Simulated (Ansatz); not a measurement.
# H8O2Sn: the cost of one run

All numbers below are computed with Ansatz 0.2.0 (RKS r2SCAN/def2-SVP).

## Step 1: The starting structure

Bond lengths: Sn1–H3 1.719 Å, Sn1–H4 1.711 Å, Sn1–H5 1.726 Å, Sn1–O7 2.395 Å, O7–H10 0.954 Å, O9–H11 0.958 Å. Angles: H3–Sn1–H4 104.8°, H3–Sn1–H5 103.1°, H3–Sn1–O7 84.9°, H4–Sn1–H5 127.9°, H4–Sn1–O7 105.8°, H5–Sn1–O7 119.8°, Sn1–O7–H10 113.8°.

Coordinates:

```xyz
11

Sn   -0.4876    0.8637   -1.2507
H    -0.2941    1.0944    0.9730
H    -0.2743    0.2123   -2.8274
H    -2.1619    0.7086   -0.9368
H     0.4538    2.3102   -1.2949
H     0.5771   -1.1044    0.7685
O     0.5076   -1.1824   -0.5024
H     0.0360    0.3675    1.5457
O     0.4955   -0.7431    1.9882
H     1.4054   -1.3050   -0.7992
H    -0.2574   -1.2219    2.3361
```

## Step 2: Pulling towards end A

Springs on the bonds that form and break draw the guess towards this end; the thresholds are loose.

input.yaml

```yaml
crystal:
  periodic: [false, false, false]
  atoms:
    - { symbol: Sn, position_ang: [-0.4876, 0.8637, -1.2507] }
    - { symbol: H, position_ang: [-0.2941, 1.0944, 0.973] }
    - { symbol: H, position_ang: [-0.2743, 0.2123, -2.8274] }
    - { symbol: H, position_ang: [-2.1619, 0.7086, -0.9368] }
    - { symbol: H, position_ang: [0.4538, 2.3102, -1.2949] }
    - { symbol: H, position_ang: [0.5771, -1.1044, 0.7685] }
    - { symbol: O, position_ang: [0.5076, -1.1824, -0.5024] }
    - { symbol: H, position_ang: [0.036, 0.3675, 1.5457] }
    - { symbol: O, position_ang: [0.4955, -0.7431, 1.9882] }
    - { symbol: H, position_ang: [1.4054, -1.305, -0.7992] }
    - { symbol: H, position_ang: [-0.2574, -1.2219, 2.3361] }
basis:
  gaussian: { orbitals: def2-SVP }
hamiltonian:
  xc: r2scan
relax:
  f_tol: 0.15
  max_steps: 25
  restrain:
    - { distance: [0, 6], at: 3.35, k: 30.0 }
    - { distance: [5, 8], at: 2.27, k: 30.0 }
    - { distance: [7, 1], at: 1.92, k: 30.0 }
    - { distance: [0, 1], at: 1.7, k: 30.0 }
    - { distance: [5, 6], at: 0.97, k: 30.0 }
    - { distance: [7, 8], at: 0.97, k: 30.0 }
```

Started as:

```
$ ansatz run input.yaml --threads 2 --pin off --max-ram 3072MiB --backend cpu --events-out ev --progress --plain --runs-dir out
```

**Question.** How long does this run take on 2 threads of Arm Neoverse V1, shared host, and how much memory does it need?

About 35 s, with a peak of 0.15 GiB.
